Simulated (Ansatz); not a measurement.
**CH₄AlCl₃O: basis-set convergence**

An exercise on one series of results from a longer session: the logs are not shown, and one member is left open.

The runs use Ansatz 0.2.0, Gaussian basis; one geometry, several basis sets.

The runs, in order: PBE0-D4/def2-SVP; ωB97M-V/def2-SVP; PBE0-D4/def2-QZVPP; ωB97M-V/def2-QZVPP; the functionals' def2-TZVPP values are taken from earlier runs.

**Structure used throughout**

All runs share one geometry, relaxed beforehand with PBE0-D4 in a triple-zeta def2 set.

SMILES `C[OH+][Al-]([Cl])([Cl])[Cl]`, 10 atoms, charge 0, spin multiplicity 1.

Atoms are counted from 1 here; the program's logs count them from 0.

Bond lengths: C1–O2 1.442 Å, C1–H7 1.089 Å, C1–H8 1.089 Å, C1–H9 1.088 Å, O2–Al3 1.913 Å, O2–H10 0.964 Å, Al3–Cl4 2.110 Å, Al3–Cl5 2.109 Å, Al3–Cl6 2.101 Å. Angles: O2–C1–H7 108.8°, O2–C1–H8 110.1°, O2–C1–H9 106.1°, H7–C1–H8 111.6°, H7–C1–H9 109.9°, H8–C1–H9 110.1°, C1–O2–Al3 122.9°, C1–O2–H10 112.3°, Al3–O2–H10 113.0°, O2–Al3–Cl4 102.3°, O2–Al3–Cl5 97.1°, O2–Al3–Cl6 102.1°, Cl4–Al3–Cl5 116.0°, Cl4–Al3–Cl6 115.1°, Cl5–Al3–Cl6 119.2°.

Set-up of the first run:

File in.yaml:

```yaml
crystal:
  periodic: [false, false, false]
  atoms:
    - {symbol: C, position_ang: [0.410675, -1.141486, 0.797423]}
    - {symbol: O, position_ang: [0.701486, -0.011073, -0.048757]}
    - {symbol: Al, position_ang: [-0.643288, 1.204609, -0.658440]}
    - {symbol: Cl, position_ang: [-2.116233, -0.101383, -1.419052]}
    - {symbol: Cl, position_ang: [0.538384, 2.201652, -2.092337]}
    - {symbol: Cl, position_ang: [-1.168670, 2.206730, 1.112088]}
    - {symbol: H, position_ang: [1.342501, -1.508515, 1.224433]}
    - {symbol: H, position_ang: [-0.101106, -1.915075, 0.225895]}
    - {symbol: H, position_ang: [-0.237542, -0.768342, 1.586901]}
    - {symbol: H, position_ang: [1.356892, -0.218418, -0.725155]}
basis:
  gaussian: {orbitals: def2-SVP}
hamiltonian: {xc: pbe0, dispersion: d4}
output: {orbitals: {seedname: orbitals}}
```

Command:

```bash
$ ansatz run in.yaml --threads 4 --pin off --events-out ev --progress --plain --max-ram 11315MiB
```

Among the steps run: PBE0-D4 in def2-SVP; ωB97M-V in def2-SVP; PBE0-D4 in def2-QZVPP; ωB97M-V in def2-QZVPP.

One of the session's tables, all rows but one given; the rest of the session is left out.

It belongs to the step «Functionals by basis». 

```
functional       basis  HOMO (eV)
   PBE0-D4    def2-SVP      -8.35
   PBE0-D4  def2-TZVPP      -8.55
   PBE0-D4  def2-QZVPP      -8.60
   ωB97M-V    def2-SVP          ?
   ωB97M-V  def2-TZVPP     -10.79
   ωB97M-V  def2-QZVPP     -10.86
```

Estimate the missing values for ωB97M-V, def2-SVP.

The run gave: HOMO (eV): -10.52. In the column «HOMO (eV)» it lies between ωB97M-V, def2-TZVPP (-10.79) and PBE0-D4, def2-QZVPP (-8.60).
